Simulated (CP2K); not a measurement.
**One shape, several levels: SiHCl2F (SMILES F[SiH](Cl)Cl)**

Aim: a comparison of 3 runs (AM1, MNDO, IPEA1-xTB) of SiHCl2F. 

The calculation is run with CP2K 2026.2.

2 further runs of the same task are left out: 1 that didn't finish, 1 set aside as unsound or not needed.

## (1) Starting point

SiHCl2F has 5 atoms, charge 0, and is taken as a singlet. SMILES: `F[SiH](Cl)Cl`. The shape is that of a PBE0-D4/def2-TZVP optimisation.

Bond lengths: F1–Si2 1.581 Å, Si2–Cl3 2.024 Å, Si2–Cl4 2.024 Å, Si2–H5 1.467 Å. Angles: F1–Si2–Cl3 108.4°, F1–Si2–Cl4 108.4°, Cl3–Si2–Cl4 110.2°, F1–Si2–H5 109.1°, Cl3–Si2–H5 110.4°, Cl4–Si2–H5 110.4°.

## (2) The energy at AM1 (run 1)

molecule.xyz reads:

```xyz
5

F      0.035500    -0.682700     1.466900
Si     0.115700    -0.048400     0.020800
Cl    -0.511900     1.872300     0.131500
Cl    -1.092800    -1.108700    -1.208300
H      1.503300    -0.106100    -0.452400
```

calc.inp reads:

```
&GLOBAL
    PROJECT_NAME calc
    RUN_TYPE ENERGY
    PRINT_LEVEL MEDIUM
&END GLOBAL

&FORCE_EVAL
    METHOD Quickstep
    &DFT
        &QS
            METHOD AM1
            EPS_DEFAULT 1.0E-10
            &SE
                &COULOMB
                    CUTOFF [angstrom] 50
                    RC_RANGE [angstrom] 0
                &END COULOMB
                &EXCHANGE
                    CUTOFF [angstrom] 50
                    RC_RANGE [angstrom] 0
                &END EXCHANGE
            &END SE
        &END QS
        &POISSON
            PERIODIC NONE
            POISSON_SOLVER ANALYTIC
        &END POISSON
        &SCF
            SCF_GUESS ATOMIC
            EPS_SCF 1.0E-07
            MAX_SCF 40
            &OT
                MINIMIZER DIIS
                PRECONDITIONER FULL_SINGLE_INVERSE
            &END OT
            &OUTER_SCF
                EPS_SCF 1.0E-07
                MAX_SCF 5
            &END OUTER_SCF
        &END SCF
        &PRINT
            &MOMENTS
                PERIODIC F
                REFERENCE COM
                MAX_MOMENT 1
            &END MOMENTS
            &MO_CUBES
                NLUMO 3
                NHOMO -1
                WRITE_CUBE F
            &END MO_CUBES
            &HIRSHFELD OFF
            &END HIRSHFELD
        &END PRINT
    &END DFT
    &SUBSYS
        &CELL
            ABC 12.6 13 12.7
            PERIODIC NONE
        &END CELL
        &TOPOLOGY
            COORD_FILE_NAME molecule.xyz
            COORD_FILE_FORMAT XYZ
            &CENTER_COORDINATES
            &END CENTER_COORDINATES
        &END TOPOLOGY
    &END SUBSYS
&END FORCE_EVAL
```

Run with:

```sh
$ OMP_NUM_THREADS=1 cp2k.psmp calc.inp > calc.out
```

Log:

```text
CP2K| version string:                                       CP2K version 2026.2
[...]
 GLOBAL| Method name                                                        CP2K
[...]
 GLOBAL| Run type                                                         ENERGY
[...]
                             - Atoms:                                          5
[...]
                             - Spherical basis functions:                     17
[...]
 Number of electrons:                                                         26
[...]
     1 OT DIIS     0.80E-01    0.0     0.45368064       -45.9130649737 -4.59E+01
[...]
    16 OT DIIS     0.80E-01    0.0     0.00000009       -49.0543569574 -2.81E-12
  *** SCF run converged in    16 steps ***
  Core-core repulsion energy [eV]:                           1360.42097984200427
  Core Hamiltonian energy [eV]:                             -2235.46259831617681
  Two-electron integral energy [eV]:                         -919.59063706080030
  Electronic energy [eV]:                                   -2695.25791684657679
  Total energy [eV]:                                        -1334.83693700457252
  Atomic reference energy [eV]:                              1327.37860369495957
  Heat of formation [kcal/mol]:                              -171.99326565956960
[...]
 SE_DIPOLE| Moment [Debye]         -1.46939738       0.20281001       0.18560464
 SE_DIPOLE| Derivative [a.u.]       0.00000000       0.00000000       0.00000000
 *** WARNING in qs_scf_post_se.F:140 :: Printing of MO cube files not ***
 *** implemented for Semi-Empirical method.                           ***
 ENERGY| Total FORCE_EVAL ( QS ) energy [hartree]            -49.054356957408388
[...]
```

Wall time 1.4 s (1 thread of Intel Xeon Platinum 8488C (Sapphire Rapids), shared host); peak memory 0.18 GiB.

## (3) Energy and gradient at MNDO (run 2)

calc.inp reads:

```
&FORCE_EVAL
 METHOD QS
 &DFT
  &QS
   METHOD MNDO
   EPS_DEFAULT 1.0E-10
   &SE
    &COULOMB
     CUTOFF [angstrom] 50
     RC_RANGE [angstrom] 0
    &END COULOMB
    &EXCHANGE
     CUTOFF [angstrom] 50
     RC_RANGE [angstrom] 0
    &END EXCHANGE
   &END SE
  &END QS
  &POISSON
   PERIODIC NONE
   POISSON_SOLVER ANALYTIC
  &END POISSON
  &SCF
   SCF_GUESS ATOMIC
   EPS_SCF 1.0E-06
   MAX_SCF 40
   &OT
    MINIMIZER DIIS
    PRECONDITIONER FULL_ALL
   &END OT
   &OUTER_SCF
    EPS_SCF 1.0E-06
    MAX_SCF 5
   &END OUTER_SCF
  &END SCF
  &PRINT
   &MOMENTS
    PERIODIC F
    REFERENCE COM
    MAX_MOMENT 1
   &END MOMENTS
   &MO_CUBES
    NLUMO 1
    NHOMO -1
    WRITE_CUBE F
   &END MO_CUBES
   &HIRSHFELD OFF
   &END HIRSHFELD
  &END PRINT
 &END DFT
 &SUBSYS
  &CELL
   ABC 10.6 11 10.7
   PERIODIC NONE
  &END CELL
  &COORD
   F      5.130250     4.435500     6.687600
   Si     5.210450     5.069800     5.241500
   Cl     4.582850     6.990500     5.352200
   Cl     4.001950     4.009500     4.012400
   H      6.598050     5.012100     4.768300
  &END COORD
 &END SUBSYS
 &PRINT
  &FORCES ON
  &END FORCES
 &END PRINT
&END FORCE_EVAL

&GLOBAL
 PROJECT calc
 RUN_TYPE ENERGY_FORCE
 PRINT_LEVEL HIGH
&END GLOBAL
```

Run with:

```sh
$ OMP_NUM_THREADS=1 cp2k.psmp -i calc.inp > calc.out 2>&1
```

Log, shortened:

```text
CP2K| version string:                                       CP2K version 2026.2
[...]
 GLOBAL| Method name                                                        CP2K
[...]
 GLOBAL| Run type                                                   ENERGY_FORCE
[...]
                             - Atoms:                                          5
[...]
                             - Spherical basis functions:                     17
[...]
 Number of electrons:                                                         26
[...]
     1 OT DIIS     0.15E+00    0.0     0.35065512       -44.7325031140 -4.47E+01
[...]
     3 OT DIIS     0.15E+00    0.0     0.00000021       -47.6001477264 -5.78E-11
  *** SCF run converged in     3 steps ***
  Core-core repulsion energy [eV]:                           1359.77169917304036
  Core Hamiltonian energy [eV]:                             -2209.09756428220408
  Two-electron integral energy [eV]:                         -891.88005260793000
  Electronic energy [eV]:                                   -2655.03759058616879
  Total energy [eV]:                                        -1295.26589141312866
  Atomic reference energy [eV]:                              1287.95780269495935
  Heat of formation [kcal/mol]:                              -168.52854279759009
[...]
 *** WARNING in qs_scf_post_se.F:661 :: TOT_DENSITY_CUBE  not implemented ***
 *** for Semi-Empirical calculations!                                     ***
 *** WARNING in qs_scf_post_se.F:667 :: E_DENSITY_CUBE not implemented for ***
 *** Semi-Empirical calculations!                                          ***
[...]
 SE_DIPOLE| Moment [Debye]         -2.25941596       0.42073482       0.04324476
 SE_DIPOLE| Derivative [a.u.]       0.00000000       0.00000000       0.00000000
 *** WARNING in qs_scf_post_se.F:140 :: Printing of MO cube files not ***
 *** implemented for Semi-Empirical method.                           ***
 *** WARNING in qs_scf_post_se.F:154 :: DFT+U not available for ***
 *** Semi-Empirical method.                                     ***
 *** WARNING in qs_scf_post_se.F:161 :: Kinetic energy not available for ***
 *** Semi-Empirical method.                                              ***
[...]
 ENERGY| Total FORCE_EVAL ( QS ) energy [hartree]            -47.600147726449066
[...]
```

Run time: 1.3 s. Hardware: 1 thread of Intel Xeon Platinum 8488C (Sapphire Rapids), shared host; peak memory 0.19 GiB.

## (4) Energy and forces at IPEA1-xTB (run 3)

job.inp reads:

```
&GLOBAL
  PROJECT job
  RUN_TYPE ENERGY_FORCE
  PRINT_LEVEL MEDIUM
&END GLOBAL
&FORCE_EVAL
  METHOD Quickstep
  &DFT
    CHARGE 0
    MULTIPLICITY 1
    &QS
      METHOD XTB
      EPS_DEFAULT 1.0E-10
      &XTB
        GFN_TYPE TBLITE
        &TBLITE
          METHOD IPEA1
        &END TBLITE
        CHECK_ATOMIC_CHARGES F
      &END XTB
    &END QS
    ! cluster boundary conditions
    &POISSON
      PERIODIC NONE
      POISSON_SOLVER ANALYTIC
    &END POISSON
    ! self-consistent field
    &SCF
      SCF_GUESS ATOMIC
      EPS_SCF 1.0E-06
      MAX_SCF 150
      ADDED_MOS 8
      &DIAGONALIZATION
        ALGORITHM STANDARD
      &END DIAGONALIZATION
      &MIXING
        METHOD DIRECT_P_MIXING
        ALPHA 0.4
      &END MIXING
    &END SCF
    ! extra output
    &PRINT
      &MOMENTS
        PERIODIC F
        REFERENCE COM
        MAX_MOMENT 1
      &END MOMENTS
      &MO ON
        ENERGIES T
        OCCUPATION_NUMBERS T
        NDIGITS 6
        &EACH
          QS_SCF 0
        &END EACH
        ADD_LAST NUMERIC
      &END MO
      &HIRSHFELD OFF
      &END HIRSHFELD
    &END PRINT
  &END DFT
  ! atoms, cell and kinds
  &SUBSYS
    ! vacuum box
    &CELL
      ABC [angstrom] 12.6 13 12.7
      PERIODIC NONE
    &END CELL
    &COORD
      F      6.130250     5.435500     7.687600
      Si     6.210450     6.069800     6.241500
      Cl     5.582850     7.990500     6.352200
      Cl     5.001950     5.009500     5.012400
      H      7.598050     6.012100     5.768300
    &END COORD
  &END SUBSYS
  &PRINT
    &FORCES ON
    &END FORCES
  &END PRINT
&END FORCE_EVAL
```

Run with:

```sh
$ OMP_NUM_THREADS=1 cp2k.psmp -i job.inp -o job.out
```

Log:

```text
CP2K| version string:                                       CP2K version 2026.2
[...]
 GLOBAL| Method name                                                        CP2K
[...]
 GLOBAL| Run type                                                   ENERGY_FORCE
[...]
                             - Atoms:                                          5
[...]
                             - Spherical basis functions:                     34
[...]
 Number of electrons:                                                         26
[...]
  *** SCF run converged in    13 steps ***
[...]
  Fermi energy:                                                -0.20630833919959
[...]
 TB_DIPOLE| Moment [Debye]          0.80301458       0.10598289      -0.58349970
 TB_DIPOLE| Derivative [a.u.]       0.00000000       0.00000000       0.00000000
[...]
 ENERGY| Total FORCE_EVAL ( QS ) energy [hartree]            -16.864655816888718
 FORCES| Atomic forces [hartree/bohr]
 FORCES|   Atom     x               y               z               |f|
 FORCES|      1  1.15974230E-03  2.83236883E-03 -6.80793101E-03   7.46426420E-03
 FORCES|      2 -6.38063998E-03  1.00273141E-02 -1.95682057E-02   2.28948525E-02
 FORCES|      3  1.01753354E-02 -2.88127057E-02 -1.14869878E-03   3.05782434E-02
 FORCES|      4  1.87802900E-02  1.53026531E-02  1.86851241E-02   3.05941881E-02
 FORCES|      5 -2.37347277E-02  6.50369755E-04  8.83971138E-03   2.53357609E-02
 FORCES| Sum    -3.81639165E-17  7.03647210E-17  4.33680869E-17
 FORCES| Total atomic force                                       9.10410316E-17
[...]
```

It took 0.99 s on 1 thread of Intel Xeon Platinum 8488C (Sapphire Rapids), shared host; peak memory 0.19 GiB.

## (5) All runs side by side

| run | level | task | SCF convergence threshold | energy (Eh) | dipole moment (D) | heat of formation (kcal/mol) | wall time |
| --- | --- | --- | --- | --- | --- | --- | --- |
| 1 | AM1 | energy | 1e-07 | -49.054357 | 1.49 | -172.0 | 1.4 s |
| 2 | MNDO | gradient | 1e-06 | -47.600148 | 2.30 | -168.5 | 1.3 s |
| 3 | IPEA1-xTB | gradient | 1e-06 | -16.864656 | 1.00 | – | 0.99 s |

## (6) What came out

| quantity | value |
| --- | --- |
| run 3: total energy | -16.86466 Eh |
| run 3: dipole moment (from atomic charges alone) | 1.00 D |
| run 3: HOMO energy | -13.17 eV |
| run 3: LUMO energy | -4.72 eV |
| run 3: HOMO–LUMO gap | 8.45 eV |
| run 3: largest force on an atom | 1.573 eV/Å |

**Reading.** The dipole moment (its size) runs from 1.00 D (IPEA1-xTB) to 2.30 D (MNDO). Some of these are taken from atomic charges alone. Force-field and semi-empirical energies have zeros of their own, so their totals don't compare. All runs together took 3.7 s, the longest 1.4 s.
